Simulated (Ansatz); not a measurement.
# TaZn2B3: the cost of one run

Computed with Ansatz 0.2.0 (DFT PBE, scalar-relativistic, plane waves, PAW, unless a step's input says otherwise).

1 further run of the same task is left out (it didn't finish).

## 1. The system as given

Symmetry: P4/mmm, No. 123, tetragonal system. The conventional cell has a = 2.792 Å, b = 2.792 Å, c = 8.346 Å, α = 90.00°, β = 90.00°, γ = 90.00°. Around Ta (site symmetry 4/mmm) lie 8 B at 2.50 Å and 2 Zn at 2.79 Å and 4 Ta at 2.79 Å. Around Zn (site symmetry 4mm) lie 8 B at 2.34 to 2.41 Å. Around B (site symmetry 4mm) lie 4 Zn at 2.34 Å and 4 Ta at 2.50 Å. B (site symmetry 4/mmm) has 8 Zn at 2.41 Å as nearest neighbours.

As a file:

```
CELL_PARAMETERS angstrom
2.79163 0.00000 0.00000
0.00000 2.79163 0.00000
0.00000 0.00000 8.34617
ATOMIC_POSITIONS crystal
Ta 0.00000 0.00000 0.00000
Zn 0.00000 0.00000 0.33426
Zn 0.00000 0.00000 0.66574
B 0.50000 0.50000 0.18374
B 0.50000 0.50000 0.50000
B 0.50000 0.50000 0.81625
```

The cell is invented: species swapped into a database cell of Al3Ni2Pt (P4/mmm, No. 123), with B on the Al sites, Zn on the Ni sites and Ta on the Pt sites. Lengths come from tabulated atomic sizes and are only a guess.

## 2. Probe: one point on a coarse mesh

The input, input.yaml:

```yaml
crystal:
  lattice:
    - [2.79163229, 0.0, 0.0]
    - [0.0, 2.79163229, 0.0]
    - [0.0, 0.0, 8.34616606]
  atoms:
    - { symbol: Ta, position: [0.0, 0.0, 0.0] }
    - { symbol: Zn, position: [0.0, 0.0, 0.33426499] }
    - { symbol: Zn, position: [0.0, 0.0, 0.66573501] }
    - { symbol: B, position: [0.5, 0.5, 0.183745] }
    - { symbol: B, position: [0.5, 0.5, 0.5] }
    - { symbol: B, position: [0.5, 0.5, 0.816255] }
basis:
  ecutwfc: 420
kpoints:
  mp_grid: { grid: [6, 6, 2] }
hamiltonian:
  xc: pbe
scf:
  occupations: { method: gaussian, width: 0.1 }
  lower_state_search: "off"
output:
  forces: true
  stress: true
  eigenvalues: true
```

Launch:

```bash
> ansatz run input.yaml --threads 1 --pin off --max-ram 2560MiB --backend cpu --events-out ev --progress --plain --runs-dir out
```

What time and memory should one allow on 1 thread of Arm Neoverse V1, shared host?

About 3.1 s, with a peak of 0.34 GiB.
